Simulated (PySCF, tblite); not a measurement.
# C₄H₄F₄: geometry, infrared bands and NMR shifts

Aim: predict the infrared bands and NMR shifts of C₄H₄F₄ (`C/C(F)=C\C(F)(F)F`).

Computed with tblite 0.8.0 and PySCF 2.14.0, with density-fitted response routines of our own, on a single molecule in the gas phase. Atoms count from 0, in the outputs and in this text.

**1. The molecule as given**

12 atoms, charge 0, multiplicity 1; geometry from: force field or distance geometry start.

Bonds of the start (Å): C0–C1 1.46, C1–F2 1.38, C1–C3 1.32, C3–C4 1.48, C4–F5 1.36, C4–F6 1.38, C4–F7 1.38, C0–H8 1.08, C0–H9 1.12, C0–H10 1.11, C3–H11 1.10.

**2. Relaxing the molecule with GFN2-xTB**

Job settings and geometry (Å):

```
{"job": {"kind": "relax", "xc": "GFN2-xTB", "basis": "xTB"}, "charge": 0, "multiplicity": 1}
C      1.445200    -0.545400    -0.055300
C      0.733100     0.726600     0.022700
F      1.496200     1.872600     0.095100
C     -0.580300     0.826300     0.048800
C     -1.520200    -0.312800     0.009700
F     -1.303400    -1.245700    -0.959700
F     -1.718700    -0.847300     1.268000
F     -2.738700     0.254600    -0.321500
H      0.935200    -1.416200    -0.435400
H      2.311900    -0.364300    -0.738500
H      1.924600    -0.792100     0.912800
H     -0.983700     1.843100     0.127200
```

Started as:

```console
> OMP_NUM_THREADS=1 python probes_run.py task.json out
```

This one command runs all jobs of the session in turn.

**Question.** This job is followed by: GFN2-xTB harmonic vibrations, gas phase; GIAO PBE0/pcSseg-1 NMR shielding, non-relativistic, gas phase. Predict these results of the whole session: strongest single infrared mode (GFN2-xTB); zero-point energy (GFN2-xTB); ¹³C shifts against TMS (PBE0/pcSseg-1); ¹H shifts against TMS (PBE0/pcSseg-1, means over atoms taken as alike); ¹⁹F shifts against CFCl3 (PBE0/pcSseg-1, means over atoms taken as alike); surface potential, 1st and 99th percentile.

The runs gave:

```
                                                                 quantity                          value
                                strongest single infrared mode (GFN2-xTB)          1024 cm⁻¹, 330 km/mol
                                             zero-point energy (GFN2-xTB)                  46.6 kcal/mol
                                   ¹³C shifts against TMS (PBE0/pcSseg-1)  182.0, 133.4, 108.0, 19.0 ppm
   ¹H shifts against TMS (PBE0/pcSseg-1, means over atoms taken as alike)                 5.69, 2.31 ppm
¹⁹F shifts against CFCl3 (PBE0/pcSseg-1, means over atoms taken as alike)               -71.2, -76.3 ppm
                                    surface potential, 1st and 99th percentile             -0.61 V and 1.16 V
```

In words: Over 50 steps the energy fell by 0.413 eV; of the close pairs, C4–F7 changed most, 1.384 to 1.336 Å. All 30 modes are real, so the xTB geometry is a minimum. Unscaled tight-binding wavenumbers are off by several per cent, some by more. Its intensities can rank the bands wrongly. H11 (hydrogen on an alkene CH) lies farthest downfield among hydrogen, at 5.69 ppm; olefinic region. At PBE0/pcSseg-1: The largest span, 215 ppm, is at F2, where the paramagnetic term is -228 ppm. At PBE0/pcSseg-1, counted by nearest atom on the grid, the HOMO lies on C3 43 %; C1 26 %, the LUMO on C1 39 %; C3 24 %.
